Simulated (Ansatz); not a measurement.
**AsH₃OS (SMILES OS[AsH2]): functionals against CCSD(T) at one geometry**

How do the functionals fare away from a minimum? The structure is a structure displaced at random from a GFN2-xTB minimum.

Program: Ansatz 0.2.0, Gaussian basis. Level of theory: single points in def2-TZVPP. These are calculated values, not measurements.

Correlated methods freeze the cores. Filled d shells of the heavier atoms are correlated.

## Step 1: Where the work starts

SMILES `OS[AsH2]`, 6 atoms, charge 0, spin multiplicity 1.

Atoms are counted from 1 here; the program's logs count them from 0.

Bond lengths: O1–S2 1.695 Å, O1–H4 0.994 Å, S2–As3 2.213 Å, As3–H5 1.516 Å, As3–H6 1.508 Å. Angles: S2–O1–H4 108.2°, O1–S2–As3 99.3°, S2–As3–H5 94.6°, S2–As3–H6 94.9°, H5–As3–H6 89.5°.

As a file:

```mol
AsH3OS
  3D, bonds by distance, orders not assigned

  6  5  0  0  0  0  0  0  0  0999 V2000
   -0.6771   -1.1776   -0.5447 O   0  0
   -1.2311    0.4214   -0.4468 S   0  0
    0.6364    1.4078    0.2152 As  0  0
   -1.1829   -1.7221    0.1156 H   0  0
    1.5344    0.5817   -0.6843 H   0  0
    0.9011    0.4418    1.3425 H   0  0
  1  2  8  0
  1  4  8  0
  2  3  8  0
  3  5  8  0
  3  6  8  0
M  END
```

## Step 2: CCSD(T)/def2-TZVPP

Contents of run/in.yaml:

```yaml
crystal:
  periodic: [false, false, false]
  atoms:
    - {symbol: O, position_ang: [-0.677100, -1.177600, -0.544700]}
    - {symbol: S, position_ang: [-1.231100, 0.421400, -0.446800]}
    - {symbol: As, position_ang: [0.636400, 1.407800, 0.215200]}
    - {symbol: H, position_ang: [-1.182900, -1.722100, 0.115600]}
    - {symbol: H, position_ang: [1.534400, 0.581700, -0.684300]}
    - {symbol: H, position_ang: [0.901100, 0.441800, 1.342500]}
basis:
  gaussian: {orbitals: def2-TZVPP}
correlation: {method: ccsd_t}
output: {forces: true}
```

No record of the launch command was kept for these runs.

## Step 3: PBE0-D4/def2-TZVPP

run/in.yaml, as its differences from that of step 2:

```diff
@@ -11,3 +11,3 @@
   gaussian: {orbitals: def2-TZVPP}
-correlation: {method: ccsd_t}
-output: {forces: true}
+hamiltonian: {xc: pbe0, dispersion: d4}
+output: {forces: true, orbitals: {seedname: orbitals}}
```

## Step 4: wB97M-V/def2-TZVPP

run/in.yaml, as its differences from that of step 3:

```diff
@@ -11,3 +11,3 @@
   gaussian: {orbitals: def2-TZVPP}
-hamiltonian: {xc: pbe0, dispersion: d4}
-output: {forces: true, orbitals: {seedname: orbitals}}
+hamiltonian: {xc: {name: wB97M-V}}
+output: {forces: true}
```

## Step 5: r2SCAN-D4/def2-TZVPP

run/in.yaml, as its differences from that of step 4:

```diff
@@ -11,3 +11,3 @@
   gaussian: {orbitals: def2-TZVPP}
-hamiltonian: {xc: {name: wB97M-V}}
+hamiltonian: {xc: r2scan, dispersion: d4}
 output: {forces: true}
```

## Step 6: PBE-D4/def2-TZVPP

run/in.yaml, as its differences from that of step 5:

```diff
@@ -11,3 +11,3 @@
   gaussian: {orbitals: def2-TZVPP}
-hamiltonian: {xc: r2scan, dispersion: d4}
+hamiltonian: {xc: pbe, dispersion: d4}
 output: {forces: true}
```

## Step 7: HSE06-D4/def2-TZVPP

run/in.yaml, as its differences from that of step 6:

```diff
@@ -11,3 +11,3 @@
   gaussian: {orbitals: def2-TZVPP}
-hamiltonian: {xc: pbe, dispersion: d4}
+hamiltonian: {xc: hse06, dispersion: d4}
 output: {forces: true}
```

## Step 8: wB97X-V/def2-TZVPP

run/in.yaml, as its differences from that of step 7:

```diff
@@ -11,3 +11,3 @@
   gaussian: {orbitals: def2-TZVPP}
-hamiltonian: {xc: hse06, dispersion: d4}
+hamiltonian: {xc: {name: wB97X-V}}
 output: {forces: true}
```

(Steps that only read results are left out.)

Q: Predict the outcome of this session. Wanted: energy less free atoms, CCSD(T)/def2-TZVPP; RMS force component; RMS force error; HOMO and LUMO, PBE0-D4; T1 diagnostic.

The runs gave:

```
                                  quantity                                                                                            value
energy less free atoms, CCSD(T)/def2-TZVPP                                                                                  -363.1 kcal/mol
                       RMS force component                                                             0.425 to 0.545 eV/Å over the methods
                           RMS force error  PBE0-D4 0.164, wB97M-V 0.113, r2SCAN-D4 0.089, PBE-D4 0.264, HSE06-D4 0.162, wB97X-V 0.147 eV/Å
                    HOMO and LUMO, PBE0-D4                                                                               -6.88 and -0.86 eV
                             T1 diagnostic                                                                                            0.013
```

In words: Against CCSD(T) the functionals' energies less atoms differ by -29.5 to -12.4 kcal/mol, PBE-D4 by -29.5 kcal/mol. The reference is not at the basis limit: in triple zeta CCSD(T) underbinds, which counts against methods that bind more; the gaps are no ranking. For forces r2SCAN-D4 does best and PBE-D4 worst. Frozen-core CCSD(T) forces in triple zeta carry basis errors of their own, and this is one geometry, so small gaps rank nothing.
